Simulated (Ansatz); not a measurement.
**C3H8GaN: a ladder of functionals and wavefunction methods**

The task here is to estimate one member of a computed series from the others.

Program: Ansatz 0.2.0, Gaussian basis. Level of theory: functionals in def2-TZVPP, the program's frozen cores in correlated methods. These are calculated values, not measurements.

Levels to be run: PBE-D4, r2SCAN-D4, PBE0-D4, B3LYP-D4, ωB97X-V, ωB97M-V, B2PLYP; CCSD(T)/def2-TZVPP; MP2/def2-QZVPP; extrapolation to the limit.

## Structure used throughout

All runs share one geometry, relaxed beforehand with PBE0-D4 in a triple-zeta def2 set.

SMILES `C=[C](N)[GaH][CH3]`, 13 atoms, charge 0, spin multiplicity 1.

Atoms are counted from 1 here; the program's logs count them from 0.

Bond lengths: C1–C2 1.344 Å, C1–H6 1.082 Å, C1–H7 1.089 Å, C2–N3 1.381 Å, C2–Ga4 1.966 Å, N3–H8 1.009 Å, N3–H9 1.005 Å, Ga4–C5 1.961 Å, Ga4–H10 1.581 Å, C5–H11 1.090 Å, C5–H12 1.093 Å, C5–H13 1.093 Å. Angles: C2–C1–H6 120.9°, C2–C1–H7 122.5°, H6–C1–H7 116.6°, C1–C2–N3 123.2°, C1–C2–Ga4 117.8°, N3–C2–Ga4 118.9°, C2–N3–H8 117.4°, C2–N3–H9 117.3°, H8–N3–H9 113.6°, C2–Ga4–C5 121.3°, C2–Ga4–H10 117.2°, C5–Ga4–H10 121.5°, Ga4–C5–H11 112.6°, Ga4–C5–H12 110.0°, Ga4–C5–H13 110.1°, H11–C5–H12 108.6°, H11–C5–H13 108.6°, H12–C5–H13 106.9°.

The first run:

in.yaml reads:

```yaml
crystal:
  periodic: [false, false, false]
  atoms:
    - {symbol: C, position_ang: [-0.691341, -0.264167, 1.557091]}
    - {symbol: C, position_ang: [-0.000907, -0.891805, 0.590065]}
    - {symbol: N, position_ang: [0.345076, -2.227583, 0.652240]}
    - {symbol: Ga, position_ang: [0.482036, 0.142075, -1.010945]}
    - {symbol: C, position_ang: [-0.164729, 1.975362, -1.272100]}
    - {symbol: H, position_ang: [-0.995524, 0.767673, 1.442096]}
    - {symbol: H, position_ang: [-0.984095, -0.758383, 2.482751]}
    - {symbol: H, position_ang: [0.305488, -2.676758, 1.555306]}
    - {symbol: H, position_ang: [1.118985, -2.529873, 0.086880]}
    - {symbol: H, position_ang: [1.434939, -0.555775, -2.061459]}
    - {symbol: H, position_ang: [-0.828131, 2.302926, -0.471030]}
    - {symbol: H, position_ang: [-0.702303, 2.049661, -2.221225]}
    - {symbol: H, position_ang: [0.680496, 2.666648, -1.329679]}
basis:
  gaussian: {orbitals: def2-TZVPP}
hamiltonian: {xc: pbe, dispersion: d4}
output: {forces: true, orbitals: {seedname: orbitals}}
```

The run is started by

```sh
ansatz run in.yaml --threads 2 --pin off --events-out ev --progress --plain --max-ram 32768MiB --backend cuda --devices 0, --max-vram 18GiB
```

Steps of the session up to this table: PBE-D4 (GGA); r2SCAN-D4 (meta-GGA); PBE0-D4 (hybrid); B3LYP-D4 (hybrid); ωB97X-V (range-separated); ωB97M-V (range-separated); B2PLYP (double hybrid); CCSD(T) in def2-TZVPP; MP2 in def2-QZVPP.

One of the session's tables, all rows but one given; the rest of the session is left out.

```
            method  atomisation energy (kJ/mol)
            PBE-D4                       4808.1
         r2SCAN-D4                       4717.1
           PBE0-D4                       4729.6
          B3LYP-D4                       4711.9
           ωB97X-V                       4717.7
           ωB97M-V                            ?
            B2PLYP                       4661.1
     HF/def2-TZVPP                       3393.6
    MP2/def2-TZVPP                       4653.6
   CCSD/def2-TZVPP                       4528.9
CCSD(T)/def2-TZVPP                       4599.5
           MP2/CBS                       4764.6
       CCSD(T)/CBS                       4710.5
```

Estimate the missing values for ωB97M-V.

**Answer.** atomisation energy (kJ/mol): 4714.8. In the column «atomisation energy (kJ/mol)» it lies between B3LYP-D4 (4711.9) and r2SCAN-D4 (4717.1).

Limits of these values: Free atoms (3 C, 1 N, 1 Ga, 8 H) were run apart at each level; the atomisation energy is their sum less the molecule, without zero-point or spin-orbit terms.
